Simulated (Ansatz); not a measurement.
**C₃H₈OSi: a ladder of functionals and wavefunction methods**

How much do the methods differ for C₃H₈OSi? The plan is to run it at one geometry with functionals of several rungs and with coupled cluster, and see how far each lands from CCSD(T) at the basis-set limit for the atomisation energy.

Program: Ansatz 0.2.0, Gaussian basis. Level of theory: functionals in def2-TZVPP, the program's frozen cores in correlated methods. These are calculated values, not measurements.

Plan: LDA (SPW92), PBE-D4, revPBE-D4, BLYP-D4, r2SCAN-D4, B97M-V, PBE0-D4, B3LYP-D4, r2SCANh-D4, r2SCAN0-D4, HSE06-D4, BHLYP-D4, CAM-B3LYP-D4, LC-ωPBE, ωB97X-V, ωB97M-V, B2PLYP, PBE-QIDH; CCSD(T)/def2-SVP; CCSD(T)/def2-TZVPP; MP2/def2-QZVPP; extrapolation to the limit; RPA on PBE.

## (1) The relaxed structure

An earlier PBE0-D4 in a triple-zeta def2 set relaxation fixed the geometry.

SMILES `C=CCO[SiH3]`, 13 atoms, charge 0, spin multiplicity 1.

Atoms are counted from 1 here; the program's logs count them from 0.

Bond lengths: C1–C2 1.324 Å, C1–H6 1.084 Å, C1–H7 1.086 Å, C2–C3 1.489 Å, C2–H8 1.087 Å, C3–O4 1.416 Å, C3–H9 1.101 Å, C3–H10 1.098 Å, O4–Si5 1.643 Å, Si5–H11 1.490 Å, Si5–H12 1.490 Å, Si5–H13 1.480 Å. Angles: C2–C1–H6 121.7°, C2–C1–H7 121.4°, H6–C1–H7 116.9°, C1–C2–C3 124.0°, C1–C2–H8 120.5°, C3–C2–H8 115.4°, C2–C3–O4 109.6°, C2–C3–H9 109.5°, C2–C3–H10 109.9°, O4–C3–H9 109.5°, O4–C3–H10 110.8°, H9–C3–H10 107.5°, C3–O4–Si5 122.3°, O4–Si5–H11 110.8°, O4–Si5–H12 110.8°, O4–Si5–H13 106.5°, H11–Si5–H12 107.9°, H11–Si5–H13 110.4° and more.

Geometry (Å):

```mol
C3H8OSi
  3D, bonds by distance, orders not assigned

 13 12  0  0  0  0  0  0  0  0999 V2000
   -1.2734    1.2560    1.8644 C   0  0
   -0.1566    1.0000    1.2012 C   0  0
   -0.1159    0.4055   -0.1634 C   0  0
    0.7624   -0.7046   -0.1708 O   0  0
    1.0321   -1.6005   -1.5217 Si  0  0
   -1.2602    1.7168    2.8451 H   0  0
   -2.2466    1.0156    1.4472 H   0  0
    0.8112    1.2339    1.6378 H   0  0
    0.2391    1.1588   -0.8828 H   0  0
   -1.1261    0.1050   -0.4711 H   0  0
    1.5848   -0.7547   -2.6174 H   0  0
   -0.2337   -2.2154   -2.0111 H   0  0
    2.0032   -2.6514   -1.1424 H   0  0
  1  2  8  0
  2  3  8  0
  3  4  8  0
  4  5  8  0
  1  6  8  0
  1  7  8  0
  2  8  8  0
  3  9  8  0
  3 10  8  0
  5 11  8  0
  5 12  8  0
  5 13  8  0
M  END
```

## (2) LDA

This LDA is Slater exchange with PW92 correlation.

in.yaml reads:

```yaml
crystal:
  periodic: [false, false, false]
  atoms:
    - {symbol: C, position_ang: [-1.273398, 1.256027, 1.864414]}
    - {symbol: C, position_ang: [-0.156636, 0.999998, 1.201227]}
    - {symbol: C, position_ang: [-0.115877, 0.405477, -0.163435]}
    - {symbol: O, position_ang: [0.762400, -0.704582, -0.170816]}
    - {symbol: Si, position_ang: [1.032079, -1.600483, -1.521653]}
    - {symbol: H, position_ang: [-1.260163, 1.716823, 2.845065]}
    - {symbol: H, position_ang: [-2.246572, 1.015587, 1.447153]}
    - {symbol: H, position_ang: [0.811240, 1.233886, 1.637789]}
    - {symbol: H, position_ang: [0.239140, 1.158845, -0.882834]}
    - {symbol: H, position_ang: [-1.126095, 0.105044, -0.471145]}
    - {symbol: H, position_ang: [1.584781, -0.754730, -2.617390]}
    - {symbol: H, position_ang: [-0.233717, -2.215394, -2.011138]}
    - {symbol: H, position_ang: [2.003218, -2.651399, -1.142437]}
basis:
  gaussian: {orbitals: def2-TZVPP}
hamiltonian: {xc: lda}
output: {orbitals: {seedname: orbitals}}
```

After this run come: PBE-D4 (GGA); revPBE-D4 (GGA); BLYP-D4 (GGA); r2SCAN-D4 (meta-GGA); B97M-V (meta-GGA); PBE0-D4 (hybrid); B3LYP-D4 (hybrid); r2SCANh-D4 (hybrid); r2SCAN0-D4 (hybrid); HSE06-D4 (hybrid); BHLYP-D4 (hybrid); CAM-B3LYP-D4 (range-separated); LC-ωPBE-D4 (range-separated); ωB97X-V (range-separated); ωB97M-V (range-separated); B2PLYP (double hybrid); PBE-QIDH (double hybrid); CCSD(T) in def2-SVP; CCSD(T) in def2-TZVPP; MP2 in def2-QZVPP; RPA on PBE orbitals.

**Question.** What will the summary of the whole plan be? Wanted: atomisation energy, CCSD(T)/CBS; farthest beyond LDA; mean size of error, GGA; mean size of error, meta-GGA; mean size of error, hybrid; mean size of error, range-separated; mean size of error, double hybrid; gap, smallest and largest; T1 diagnostic.

As calculated:

```
                               quantity                                                                                    value
        atomisation energy, CCSD(T)/CBS                                                                            4970.9 kJ/mol
 functionals within 24.9 kJ/mol (0.5 %)  BLYP-D4, r2SCAN-D4, B97M-V, PBE0-D4, B3LYP-D4, HSE06-D4, CAM-B3LYP-D4, ωB97X-V, ωB97M-V
                    farthest beyond LDA                                                                 BHLYP-D4 (-123.0 kJ/mol)
                mean size of error, GGA                                                                              42.1 kJ/mol
           mean size of error, meta-GGA                                                                               0.9 kJ/mol
             mean size of error, hybrid                                                                              37.4 kJ/mol
    mean size of error, range-separated                                                                              17.1 kJ/mol
      mean size of error, double hybrid                                                                              43.8 kJ/mol
              gap, smallest and largest                                                5.21 eV (LDA (SPW92)), 12.64 eV (LC-ωPBE)
                          T1 diagnostic                                                                                   0.0112
triples share of the correlation energy                                                                                    3.8 %
```

LDA overbinds by 660.2 kJ/mol (13 %). PBE-D4 misses by +64.5 kJ/mol. Double hybrids carry the basis error of their MP2 part in triple zeta, and no dispersion term here, so their miss is partly the set-up's. The rungs meta-GGA, range-separated miss on average by less than the doubt on the reference (24.9 kJ/mol), so they tie. The reference freezes the cores and leaves out relativity and excitations past (T), so misses under about 24.9 kJ/mol can't be ranked. Hartree-Fock recovers 74 % of the binding; the rest is correlation. CCSD(T) in def2-SVP is off by -249.1 kJ/mol, so the small basis spoils what the method gains. The gap grows from 5.2 to 12.6 eV across the functionals, mostly with the share of exact exchange.
